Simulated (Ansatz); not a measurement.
**C7H9N: up Jacob's ladder to CCSD(T)**

An exercise on one series of results from a longer session: the logs are not shown, and one member is left open.

Program: Ansatz 0.2.0, Gaussian basis. Level of theory: functionals in def2-TZVPP, the program's frozen cores in correlated methods. These are calculated values, not measurements.

Plan: LDA (SPW92), PBE-D4, revPBE-D4, BLYP-D4, r2SCAN-D4, B97M-V, PBE0-D4, B3LYP-D4, r2SCANh-D4, r2SCAN0-D4, HSE06-D4, BHLYP-D4, CAM-B3LYP-D4, LC-ωPBE, ωB97X-V, ωB97M-V, B2PLYP, PBE-QIDH; CCSD(T)/def2-SVP; CCSD(T)/def2-TZVPP; MP2/def2-QZVPP; extrapolation to the limit; RPA on PBE.

## The geometry

All runs share one geometry, relaxed beforehand with PBE0-D4 in a triple-zeta def2 set.

SMILES `Cc1ccc(C)nc1`, 17 atoms, charge 0, spin multiplicity 1.

Atoms are counted from 1 here; the program's logs count them from 0.

Bond lengths: C1–C2 1.496 Å, C1–H9 1.093 Å, C1–H10 1.093 Å, C1–H11 1.091 Å, C2–C3 1.389 Å, C2–C8 1.391 Å, C3–C4 1.382 Å, C3–H12 1.086 Å, C4–C5 1.392 Å, C4–H13 1.084 Å, C5–C6 1.496 Å, C5–N7 1.332 Å, C6–H14 1.092 Å, C6–H15 1.092 Å, C6–H16 1.091 Å, N7–C8 1.326 Å, C8–H17 1.089 Å. Angles: C2–C1–H9 111.3°, C2–C1–H10 111.3°, C2–C1–H11 111.1°, H9–C1–H10 107.3°, H9–C1–H11 107.8°, H10–C1–H11 107.8°, C1–C2–C3 122.3°, C1–C2–C8 121.5°, C3–C2–C8 116.2°, C2–C3–C4 119.7°, C2–C3–H12 120.1°, C4–C3–H12 120.1°, C3–C4–C5 119.4°, C3–C4–H13 120.6°, C5–C4–H13 120.0°, C4–C5–C6 121.8°, C4–C5–N7 121.4°, C6–C5–N7 116.8° and more.

The first run:

The input, in.yaml:

```yaml
crystal:
  periodic: [false, false, false]
  atoms:
    - {symbol: C, position_ang: [1.625459, -2.298341, 0.146169]}
    - {symbol: C, position_ang: [0.749712, -1.087792, 0.076540]}
    - {symbol: C, position_ang: [1.195617, 0.120966, -0.443070]}
    - {symbol: C, position_ang: [0.341403, 1.206934, -0.483247]}
    - {symbol: C, position_ang: [-0.957448, 1.072397, -0.000542]}
    - {symbol: C, position_ang: [-1.927076, 2.210958, -0.017722]}
    - {symbol: N, position_ang: [-1.395533, -0.081193, 0.499857]}
    - {symbol: C, position_ang: [-0.564177, -1.113262, 0.531445]}
    - {symbol: H, position_ang: [1.958980, -2.605471, -0.848804]}
    - {symbol: H, position_ang: [2.520769, -2.107628, 0.743990]}
    - {symbol: H, position_ang: [1.096278, -3.140136, 0.595646]}
    - {symbol: H, position_ang: [2.211351, 0.212154, -0.816075]}
    - {symbol: H, position_ang: [0.674903, 2.156575, -0.885665]}
    - {symbol: H, position_ang: [-2.810344, 1.945595, -0.603354]}
    - {symbol: H, position_ang: [-2.270042, 2.429826, 0.996164]}
    - {symbol: H, position_ang: [-1.483691, 3.113074, -0.440696]}
    - {symbol: H, position_ang: [-0.966159, -2.034657, 0.949373]}
basis:
  gaussian: {orbitals: def2-TZVPP}
hamiltonian: {xc: lda}
output: {orbitals: {seedname: orbitals}}
```

Run with:

```console
ansatz run in.yaml --threads 2 --pin off --events-out ev --progress --plain --max-ram 31744MiB --backend cuda --devices 0, --max-vram 18GiB
```

Among the steps run: LDA; PBE-D4 (GGA); revPBE-D4 (GGA); BLYP-D4 (GGA); r2SCAN-D4 (meta-GGA); B97M-V (meta-GGA); PBE0-D4 (hybrid); B3LYP-D4 (hybrid); r2SCANh-D4 (hybrid); r2SCAN0-D4 (hybrid); HSE06-D4 (hybrid); BHLYP-D4 (hybrid); CAM-B3LYP-D4 (range-separated); LC-ωPBE (range-separated); ωB97X-V (range-separated); ωB97M-V (range-separated); B2PLYP (double hybrid); PBE-QIDH (double hybrid).

One table of the session follows, with a row left open; its other results are not shown here.

It belongs to the step «Orbital energies across the functionals». 

| functional | HOMO (eV) | gap (eV) |
| --- | --- | --- |
| LDA (SPW92) | -5.75 | 3.89 |
| PBE-D4 | -5.64 | 4.02 |
| revPBE-D4 | -5.58 | 4.06 |
| BLYP-D4 | -5.53 | 4.07 |
| r2SCAN-D4 | -5.95 | 4.49 |
| B97M-V | -6.16 | 4.76 |
| PBE0-D4 | ? | ? |
| B3LYP-D4 | -6.81 | 5.91 |
| r2SCANh-D4 | -6.52 | 5.40 |
| r2SCAN0-D4 | -7.11 | 6.49 |
| HSE06-D4 | -6.62 | 5.54 |
| BHLYP-D4 | -7.79 | 8.11 |
| CAM-B3LYP-D4 | -8.21 | 8.58 |
| LC-ωPBE | -9.47 | 10.89 |
| ωB97X-V | -9.13 | 10.53 |
| ωB97M-V | -9.06 | 10.38 |

Estimate the missing values for PBE0-D4.

As computed: HOMO (eV): -7.01; gap (eV): 6.31. In the column «HOMO (eV)» it lies between r2SCAN0-D4 (-7.11) and B3LYP-D4 (-6.81).
